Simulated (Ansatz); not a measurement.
**SeO₂: up Jacob's ladder to CCSD(T)**

Aim: compute SeO₂ with functionals from several rungs and with coupled cluster. The yardstick is the atomisation energy at the CCSD(T) limit.

Method: functionals in def2-TZVPP, the program's frozen cores in correlated methods; program: Ansatz 0.2.0, Gaussian basis.

The runs, in order: LDA (SPW92), PBE-D4, revPBE-D4, BLYP-D4, r2SCAN-D4, B97M-V, PBE0-D4, B3LYP-D4, r2SCANh-D4, r2SCAN0-D4, HSE06-D4, BHLYP-D4, CAM-B3LYP-D4, LC-ωPBE, ωB97X-V, ωB97M-V, B2PLYP, PBE-QIDH; CCSD(T)/def2-SVP; CCSD(T)/def2-TZVPP; CCSD(T)/def2-QZVPP; extrapolation to the limit; RPA on PBE.

### 1 The geometry

The geometry comes from an earlier relaxation with PBE0-D4 in a triple-zeta def2 set; it is a stationary point.

3 atoms, charge 0, spin multiplicity 1.

Atoms are counted from 1 here; the program's logs count them from 0.

Bond lengths: O1–Se2 1.599 Å, Se2–O3 1.599 Å. Angles: O1–Se2–O3 113.8°.

Coordinates:

```mol
O2Se
  3D, bonds by distance, orders not assigned

  3  2  0  0  0  0  0  0  0  0999 V2000
    0.4500   -1.2914    0.0948 O   0  0
   -0.5159   -0.0677   -0.2613 Se  0  0
    0.0659    1.3591    0.1664 O   0  0
  1  2  8  0
  2  3  8  0
M  END
```

### 2 LDA

This LDA is Slater exchange with PW92 correlation.

in.yaml

```yaml
crystal:
  periodic: [false, false, false]
  atoms:
    - {symbol: O, position_ang: [0.449996, -1.291390, 0.094832]}
    - {symbol: Se, position_ang: [-0.515864, -0.067702, -0.261267]}
    - {symbol: O, position_ang: [0.065868, 1.359102, 0.166435]}
basis:
  gaussian: {orbitals: def2-TZVPP}
hamiltonian: {xc: lda}
output: {orbitals: {seedname: orbitals}}
```

Command:

```sh
ansatz run in.yaml --threads 4 --pin off --events-out ev --progress --plain --max-ram 10444MiB
```

After this run come: PBE-D4 (GGA); revPBE-D4 (GGA); BLYP-D4 (GGA); r2SCAN-D4 (meta-GGA); B97M-V (meta-GGA); PBE0-D4 (hybrid); B3LYP-D4 (hybrid); r2SCANh-D4 (hybrid); r2SCAN0-D4 (hybrid); HSE06-D4 (hybrid); BHLYP-D4 (hybrid); CAM-B3LYP-D4 (range-separated); LC-ωPBE (range-separated); ωB97X-V (range-separated); ωB97M-V (range-separated); B2PLYP (double hybrid); PBE-QIDH (double hybrid); CCSD(T) in def2-SVP; CCSD(T) in def2-TZVPP; CCSD(T) in def2-QZVPP; RPA on PBE orbitals.

Q: Predict the results of all the runs planned. Wanted: atomisation energy, CCSD(T)/CBS; farthest beyond LDA; mean size of error, GGA; mean size of error, meta-GGA; mean size of error, hybrid; mean size of error, range-separated; mean size of error, double hybrid; gap, smallest and largest; T1 diagnostic.

The runs gave:

```
                               quantity                                      value
        atomisation energy, CCSD(T)/CBS                                   8.990 eV
    functionals within 0.090 eV (1.0 %)                                     B97M-V
                    farthest beyond LDA                       BHLYP-D4 (-1.973 eV)
                mean size of error, GGA                                   0.732 eV
           mean size of error, meta-GGA                                   0.082 eV
             mean size of error, hybrid                                   0.721 eV
    mean size of error, range-separated                                   0.389 eV
      mean size of error, double hybrid                                   0.322 eV
              gap, smallest and largest  2.73 eV (LDA (SPW92)), 10.08 eV (LC-ωPBE)
                          T1 diagnostic                                     0.0223
triples share of the correlation energy                                      5.1 %
```

In words: The LDA atomisation energy is off by 3.268 eV (36 %): it overbinds. PBE-D4 is off by +1.080 eV. Double hybrids carry the basis error of their MP2 part in triple zeta, and no dispersion term here, so their miss is partly the set-up's. By mean error the best rung here is meta-GGA (0.082 eV) and the worst beyond LDA is GGA (0.732 eV). RPA and LDA stand outside this count. Misses under about 0.090 eV are within the doubt on the reference itself, which lacks core-valence correlation, relativity and higher excitations, and its outer-core shells are covered unevenly. All levels share the lack of spin-orbit coupling, which lowers the free heavy atoms and so the true binding. Hartree-Fock recovers 22 % of the binding; the rest is correlation. CCSD(T) in def2-SVP is off by -1.787 eV, so the small basis spoils what the method gains. Orbital gaps span 2.7 to 10.1 eV; exact exchange widens them. T1 = 0.022 passes the customary mark of 0.02 by a little. The restricted reference is unstable towards a spin-broken one. Correlated methods include outer-core shells of Se, which these sets cover unevenly.
